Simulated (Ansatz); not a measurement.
## Al2H6N2S, SMILES [NH2][Al]([SH])[NH][AlH2]: energies of removing a hydrogen

Program: the Ansatz DFT code, driven from Python.

`al2h6n2s.py`
```python
import logging
import sys

import ansatz as az

logging.basicConfig(stream=sys.stdout, format="%(levelname)s %(message)s")
logger = logging.getLogger("calc")
logger.setLevel(logging.INFO)

SETTINGS = {
    "basis": "6-31G*",
    "functional": "b3lyp",
}


def energy_of(molecule, charge=0, unpaired=0):
    calc = molecule.calculation().basis(gaussian=SETTINGS["basis"]).functional(SETTINGS["functional"])
    if charge:
        calc = calc.charge(charge)
    if unpaired:
        calc = calc.spin("collinear", total=unpaired)
    return calc.run(threads=1, pin="off").report["free_energy_ev"]

def without(molecule, index):
    rest = az.Crystal.molecule()
    for i, site in enumerate(molecule.cartesian_sites):
        if i != index:
            rest = rest.atom(site.symbol, site.position_ang)
    return rest


def main() -> None:
    system = (
        az.Crystal.molecule()
        .atom("N", [2.0451, 0.69, 0.4231])
        .atom("Al", [0.3058, 0.0625, 1.0066])
        .atom("S", [0.1907, -1.7794, 2.3035])
        .atom("N", [-1.2345, 0.89, 0.3989])
        .atom("Al", [-1.4263, 0.492, -1.4831])
        .atom("H", [2.4349, -0.0065, -0.1601])
        .atom("H", [1.8211, 1.5294, -0.2345])
        .atom("H", [0.2214, -2.6126, 1.1889])
        .atom("H", [-2.0887, 0.3788, 0.9008])
        .atom("H", [-0.4683, 1.3039, -2.4354])
        .atom("H", [-1.7359, -1.0052, -1.8882])
    )

    whole = energy_of(system, 0)
    hydrogen = energy_of(az.Crystal.molecule().atom("H", (0, 0, 0)), 0, 1)
    logger.info(f"E(molecule) = {whole:.5f} eV, E(H) = {hydrogen:.5f} eV")
    for index in [6, 7, 8]:
        radical = energy_of(without(system, index), 0, 1)
        logger.info(f"H{index}: homolysis {23.060548 * (radical + hydrogen - whole):.1f} kcal/mol")


if __name__ == "__main__":
    main()
```

```console
$ python al2h6n2s.py
INFO E(molecule) = -27109.27098 eV, E(H) = -13.61312 eV
INFO H6: homolysis 109.7 kcal/mol
INFO H7: homolysis 84.6 kcal/mol
INFO H8: homolysis 104.2 kcal/mol
```

Caveats:
- Total energies depend on the basis set; only differences at equal settings carry meaning.
- The geometry is a force-field or estimated start, not a minimum of this method, and the basis set is short of its limit. All parts are taken at fixed geometry, without zero-point energy.
- b3lyp holds the VWN-RPA fit, as in Gaussian; the form of ORCA and Turbomole is b3lyp5.
- Run time: 33 s on 1 thread of Intel(R) Xeon(R) Platinum 8375C CPU @ 2.90GHz (Ice Lake), on a shared host, peak memory 0.37 GiB.

(Lines on the test bed's own set-up are left out of the output.)
